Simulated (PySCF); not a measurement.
# [Er(OH)4]−: other functionals and bases at one geometry

How far do other levels of theory move the description of [Er(OH)4]−, and what does each cost? The species was built from a template and needn't be a known compound.

The runs use PySCF 2.14.0; several levels, as the steps say, no spin–orbit coupling.

1 further run of the same task is left out (for a known fault of the program).

## (1) Starting geometry

9 atoms, charge -1, spin multiplicity 1.

Bond lengths: Er1–O2 2.093 Å, Er1–O4 2.093 Å, Er1–O6 2.093 Å, Er1–O8 2.093 Å, O2–H3 0.954 Å, O4–H5 0.954 Å, O6–H7 0.954 Å, O8–H9 0.954 Å. Angles: O2–Er1–O4 110.4°, O2–Er1–O6 109.0°, O2–Er1–O8 109.0°, O4–Er1–O6 109.0°, O4–Er1–O8 109.0°, O6–Er1–O8 110.4°, Er1–O2–H3 159.1°, Er1–O4–H5 159.1°, Er1–O6–H7 159.1°, Er1–O8–H9 159.1°.

Geometry (Å):

```
Er    0.00000    0.00000    0.00000
O     1.21865    1.21265    1.19401
H     1.98530    1.49712    1.68514
O    -1.21865   -1.21265    1.19401
H    -1.98530   -1.49712    1.68514
O     1.21265   -1.21865   -1.19401
H     1.49712   -1.98530   -1.68514
O    -1.21265    1.21865   -1.19401
H    -1.49712    1.98530   -1.68514
```

Formal oxidation states: Er +3. Each metal's 11 4f electrons lie in its core potential, so multiplicities, spins and levels count the valence alone. An earlier session relaxed this geometry at PBE0, Er lcecp-1-SVP with ECP57, O def2-SVP, H def2-SVP (singlet, point group D2).

At PBE0 on the finer grid: E = -341.258182 Eh, HOMO -2.32 eV, LUMO 4.33 eV, Mulliken charge on Er1 +0.78 e, largest force component 0.008 eV/Å. 

Levels to run: M06-L; BLYP; PBE0, TZVP. Hardware: 2 threads of Intel Xeon Platinum 8375C at 2.90GHz (Ice Lake), shared host.

## (2) M06-L

File run.py (the lines that set the calculation):

```python
mol = gto.M(atom='''
Er     0.00000     0.00000     0.00000
O      1.21865     1.21265     1.19401
H      1.98530     1.49712     1.68514
O     -1.21865    -1.21265     1.19401
H     -1.98530    -1.49712     1.68514
O      1.21265    -1.21865    -1.19401
H      1.49712    -1.98530    -1.68514
O     -1.21265     1.21865    -1.19401
H     -1.49712     1.98530    -1.68514''',
    basis={'Er': 'lcecp-1-SVP', 'O': 'def2-SVP', 'H': 'def2-SVP'},
    ecp={'Er': 'lcecp-1-SVP'},
    charge=-1, spin=0)
mf = dft.RKS(mol, xc='M06L')
mf.grids.atom_grid = (75, 302)  # f atoms: unpruned, at least (60, 302)
mf = mf.density_fit()  # fitting sets: Er AutoAux, O def2-universal-JKFIT, H def2-universal-JKFIT
mf.conv_tol = 1e-08; mf.max_cycle = 55
mf.kernel(dm0)  # dm0: the density of the relaxed state
```

The run is started by

```sh
> OMP_NUM_THREADS=2 python run.py
```

## (3) BLYP

Edit run.py (the lines that set the calculation) of step 2 so:

```diff
@@ -13,3 +13,3 @@
     charge=-1, spin=0)
-mf = dft.RKS(mol, xc='M06L')
+mf = dft.RKS(mol, xc='BLYP')
 mf.grids.atom_grid = (75, 302)  # f atoms: unpruned, at least (60, 302)
```

## (4) PBE0, TZVP

Basis: Er lcecp-1-TZVP with ECP57, O def2-TZVP, H def2-TZVP. 

Edit run.py (the lines that set the calculation) of step 3 so:

```diff
@@ -10,6 +10,6 @@
 H     -1.49712     1.98530    -1.68514''',
-    basis={'Er': 'lcecp-1-SVP', 'O': 'def2-SVP', 'H': 'def2-SVP'},
-    ecp={'Er': 'lcecp-1-SVP'},
+    basis={'Er': 'lcecp-1-TZVP', 'O': 'def2-TZVP', 'H': 'def2-TZVP'},
+    ecp={'Er': 'lcecp-1-TZVP'},
     charge=-1, spin=0)
-mf = dft.RKS(mol, xc='BLYP')
+mf = dft.RKS(mol, xc='PBE0')
 mf.grids.atom_grid = (75, 302)  # f atoms: unpruned, at least (60, 302)
@@ -17,2 +17,2 @@
 mf.conv_tol = 1e-08; mf.max_cycle = 55
-mf.kernel(dm0)  # dm0: the density of the relaxed state
+mf.kernel(dm0)  # dm0: free metal ions and neutral atoms
```

Q: Predict the outcome of this session. Wanted: for each run, HOMO; gap; charge on Er1; dipole; largest force.

The runs gave:

| level | state | HOMO (eV) | gap (eV) | charge on Er1 (e) | dipole (D) | largest force (eV/Å) | basis functions | time |
| --- | --- | --- | --- | --- | --- | --- | --- | --- |
| PBE0 (relaxed here) | singlet | -2.32 | 6.65 | 0.78 | 0.00 | 0.01 | 109 | 17 s |
| M06-L | singlet | -0.82 | 5.70 | 0.95 | 0.00 | 0.18 | 109 | 11 s |
| BLYP | singlet | -0.51 | 4.18 | 0.45 | 0.00 | 0.57 | 109 | 8 s |
| PBE0, TZVP | singlet | -2.73 | 6.76 | 1.50 | 0.00 | 0.23 | 195 | 16 s |

Times are on 2 threads of Intel Xeon Platinum 8375C at 2.90GHz (Ice Lake), shared host; the first row also made further properties. The dipole of a charged species depends on the origin, so these sizes hold for this origin alone.

In one basis the HOMO–LUMO gap runs from 4.18 eV (BLYP) to 6.65 eV (PBE0). The largest leftover force, 0.57 eV/Å with BLYP, stands at a geometry relaxed at another level. The Mulliken charge on Er spans +0.45 to +1.50 e over the levels. With 4f in the core, its levels are missing from HOMO and gap. Total energies of different levels can't be compared. Spin–orbit coupling is left out throughout.
